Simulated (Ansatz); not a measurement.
Write a Python script for Ansatz's Python interface that makes harmonic frequencies at the relaxed geometry of CH3AlF2Si, SMILES F[Si]1(F)[CH2][AlH]1. Level of theory (for the species named): PBE0, def2-SVP basis, multiplicity 1, D3BJ dispersion.

```
atom    x (Å)    y (Å)    z (Å)
   F   0.4979  -1.0922   2.1004
  Si   0.5514  -0.8882   0.4126
   F   1.9392  -1.4441  -0.3231
   C   0.2844   0.8883  -0.0877
  Al  -1.2815  -0.1117  -0.9230
   H  -0.0718   1.5525   0.7613
   H   0.9795   1.2899  -0.7953
   H  -2.8070  -0.2517  -1.2010
```

Script `freq_ch3alf2si.py`:
```python
"""Harmonic frequencies of CH3AlF2Si at its relaxed geometry."""

import itertools

import ansatz as az
from ase import Atoms
from ase.data import atomic_numbers, covalent_radii
import numpy as np

BASIS = "def2-SVP"
FUNCTIONAL = "pbe0"
DISPERSION = "d3bj"

atoms = Atoms(["F", "Si", "F", "C", "Al", "H", "H", "H"], positions=[
    [0.4979, -1.0922, 2.1004],
    [0.5514, -0.8882, 0.4126],
    [1.9392, -1.4441, -0.3231],
    [0.2844, 0.8883, -0.0877],
    [-1.2815, -0.1117, -0.923],
    [-0.0718, 1.5525, 0.7613],
    [0.9795, 1.2899, -0.7953],
    [-2.807, -0.2517, -1.201],
])
system = az.Crystal.molecule_from_ase(atoms)

setup = (
    system.calculation()
    .basis(gaussian=BASIS)
    .functional(FUNCTIONAL, dispersion=DISPERSION)
)
symbols = [site.symbol for site in system.cartesian_sites]
start = np.array([site.position_ang for site in system.cartesian_sites], dtype=float)
data = setup.relax(force_tolerance=0.003).run(threads=1).report
end = np.array(data["positions_ang"])

# pairs closer than 1.2 times the sum of covalent radii, before or after
radius = [covalent_radii[atomic_numbers[s]] for s in symbols]
span = lambda where, i, j: np.linalg.norm(where[i] - where[j])
bonded = [(i, j) for i, j in itertools.combinations(range(len(symbols)), 2) if min(span(start, i, j), span(end, i, j)) < 1.2 * (radius[i] + radius[j])]
print("pair        before    after (A)")
for i, j in bonded:
    print(f"{symbols[i]}{i}-{symbols[j]}{j}".ljust(10), f"{span(start, i, j):8.4f} {span(end, i, j):8.4f}")
for first, second in list(itertools.combinations(bonded, 2)):
    shared = set(first) & set(second)
    if shared and symbols[(j := shared.pop())] != "H":
        i, k = sorted((set(first) | set(second)) - {j})
        u, v = end[i] - end[j], end[k] - end[j]
        angle = np.degrees(np.arccos(np.clip(u @ v / np.linalg.norm(u) / np.linalg.norm(v), -1, 1)))
        print(f"final angle {symbols[i]}{i}-{symbols[j]}{j}-{symbols[k]}{k}: {angle:.2f} deg")

# frequencies need a stationary point, so they are taken at the relaxed geometry
minimum = az.Crystal.molecule()
for symbol, place in zip(symbols, end):
    minimum = minimum.atom(symbol, place.tolist())
vibrating = (
    minimum.calculation()
    .basis(gaussian=BASIS)
    .functional(FUNCTIONAL, dispersion=DISPERSION)
    .phonons(temperatures=(298.15, 498.15, 100))
)
vib = vibrating.run(threads=1).report["vibrations"]
sums = vib["harmonic_sums"]
modes = [m["omega_inv_cm"] for m in sums["modes_at_gamma"] if m["rigid_motion"] == "no"]
for number, w in enumerate(modes, start=1):
    print(f"mode {number:2d} {w:9.1f} 1/cm {w / 8065.544 * 1000:8.2f} meV")
print("imaginary modes:", sum(w < 0 for w in modes), " zero-point energy:", round(sums["zero_point_energy_ev"], 4), "eV")
print("T (K)   F_vib (eV)   S_vib (meV/K)   C_vib (meV/K)")
for row in zip(sums["temperatures_k"], sums["vibrational_free_energy_ev"], vib["entropy_ev_per_k"], vib["heat_capacity_ev_per_k"]):
    print(f"{row[0]:6.1f} {row[1]:11.4f} {1000 * row[2]:13.4f} {1000 * row[3]:15.4f}")
```

```console
$ python freq_ch3alf2si.py
pair        before    after (A)
F0-Si1       1.7009   1.6239
Si1-F2       1.6662   1.6210
Si1-C3       1.8648   1.8642
Si1-Al4      2.3971   2.3293
C3-Al4       2.0371   1.9895
C3-H5        1.1353   1.1003
C3-H6        1.0701   1.1175
Al4-H7       1.5569   1.5854
final angle F0-Si1-F2: 105.10 deg
final angle F0-Si1-C3: 112.84 deg
final angle F0-Si1-Al4: 116.51 deg
final angle F2-Si1-C3: 118.44 deg
final angle F2-Si1-Al4: 136.85 deg
final angle C3-Si1-Al4: 55.31 deg
final angle Si1-C3-Al4: 74.30 deg
final angle Si1-C3-H5: 128.71 deg
final angle Si1-C3-H6: 103.73 deg
final angle Si1-Al4-C3: 50.40 deg
final angle Si1-Al4-H7: 167.98 deg
final angle Al4-C3-H5: 135.65 deg
final angle Al4-C3-H6: 97.91 deg
final angle C3-Al4-H7: 140.95 deg
final angle H5-C3-H6: 109.12 deg
mode  1     108.1 1/cm    13.40 meV
mode  2     177.1 1/cm    21.96 meV
mode  3     248.4 1/cm    30.79 meV
mode  4     263.9 1/cm    32.72 meV
mode  5     320.1 1/cm    39.69 meV
mode  6     400.9 1/cm    49.70 meV
mode  7     419.1 1/cm    51.96 meV
mode  8     494.4 1/cm    61.30 meV
mode  9     553.1 1/cm    68.58 meV
mode 10     722.5 1/cm    89.58 meV
mode 11     785.1 1/cm    97.34 meV
mode 12     854.8 1/cm   105.98 meV
mode 13     912.8 1/cm   113.17 meV
mode 14     936.9 1/cm   116.16 meV
mode 15    1302.2 1/cm   161.45 meV
mode 16    1943.0 1/cm   240.90 meV
mode 17    2967.8 1/cm   367.96 meV
mode 18    3158.4 1/cm   391.60 meV
imaginary modes: 0  zero-point energy: 1.0271 eV
T (K)   F_vib (eV)   S_vib (meV/K)   C_vib (meV/K)
 298.1      0.9515        0.6228          0.7532
 398.1      0.8770        0.8638          0.9111
 498.1      0.7796        1.0806          1.0219
```

The frequencies are harmonic and unscaled, in a modest basis. The result belongs to the one conformer reached from this start, and soft torsions count as harmonic oscillators. Run time: 4 min on 1 thread of Arm Neoverse V1, on a shared host, peak memory 0.27 GiB.

(Lines on the test bed's own set-up are left out of the output.)
